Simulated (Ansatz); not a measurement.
# H₄SeSiTe: basis-set convergence

The task here is to estimate one member of a computed series from the others.

Program: Ansatz 0.2.0, Gaussian basis. Level of theory: one geometry, several basis sets. These are calculated values, not measurements.

The runs, in order: PBE0-D4/def2-SVP; ωB97M-V/def2-SVP; PBE0-D4/def2-QZVPP; ωB97M-V/def2-QZVPP; the functionals' def2-TZVPP values are taken from earlier runs.

## Structure used throughout

An earlier PBE0-D4 in a triple-zeta def2 set relaxation fixed the geometry. Te takes the def2 core potential; no spin-orbit term is included.

SMILES `[SeH][SiH2][TeH]`, 7 atoms, charge 0, spin multiplicity 1.

Atoms are counted from 1 here; the program's logs count them from 0.

Bond lengths: Se1–Si2 2.278 Å, Se1–H4 1.472 Å, Si2–Te3 2.485 Å, Si2–H5 1.483 Å, Si2–H6 1.485 Å, Te3–H7 1.658 Å. Angles: Si2–Se1–H4 93.2°, Se1–Si2–Te3 108.3°, Se1–Si2–H5 109.6°, Se1–Si2–H6 112.6°, Te3–Si2–H5 112.2°, Te3–Si2–H6 104.6°, H5–Si2–H6 109.4°, Si2–Te3–H7 91.3°.

Set-up of the first run:

Contents of in.yaml:

```yaml
crystal:
  periodic: [false, false, false]
  atoms:
    - {symbol: Se, position_ang: [-1.635156, -0.819856, -0.636545]}
    - {symbol: Si, position_ang: [0.021914, 0.519953, 0.167997]}
    - {symbol: Te, position_ang: [1.484588, -0.846998, 1.639554]}
    - {symbol: H, position_ang: [-2.036127, 0.153814, -1.665038]}
    - {symbol: H, position_ang: [0.769101, 1.122210, -0.963205]}
    - {symbol: H, position_ang: [-0.493279, 1.597623, 1.049697]}
    - {symbol: H, position_ang: [1.950259, -1.794847, 0.361939]}
basis:
  gaussian: {orbitals: def2-SVP}
hamiltonian: {xc: pbe0, dispersion: d4}
output: {orbitals: {seedname: orbitals}}
```

Steps of the session up to this table: PBE0-D4 in def2-SVP; ωB97M-V in def2-SVP; PBE0-D4 in def2-QZVPP; ωB97M-V in def2-QZVPP.

One table of the session follows, with a row left open; its other results are not shown here.

It belongs to the step «Density functionals: the series». 

| functional | basis | HOMO (eV) |
| --- | --- | --- |
| PBE0-D4 | def2-SVP | -6.62 |
| PBE0-D4 | def2-TZVPP | ? |
| PBE0-D4 | def2-QZVPP | -6.72 |
| ωB97M-V | def2-SVP | -8.65 |
| ωB97M-V | def2-TZVPP | -8.77 |
| ωB97M-V | def2-QZVPP | -8.78 |

Q: Estimate the row for PBE0-D4, def2-TZVPP from the others.

As computed: HOMO (eV): -6.70. In the column «HOMO (eV)» it lies between PBE0-D4, def2-QZVPP (-6.72) and PBE0-D4, def2-SVP (-6.62).
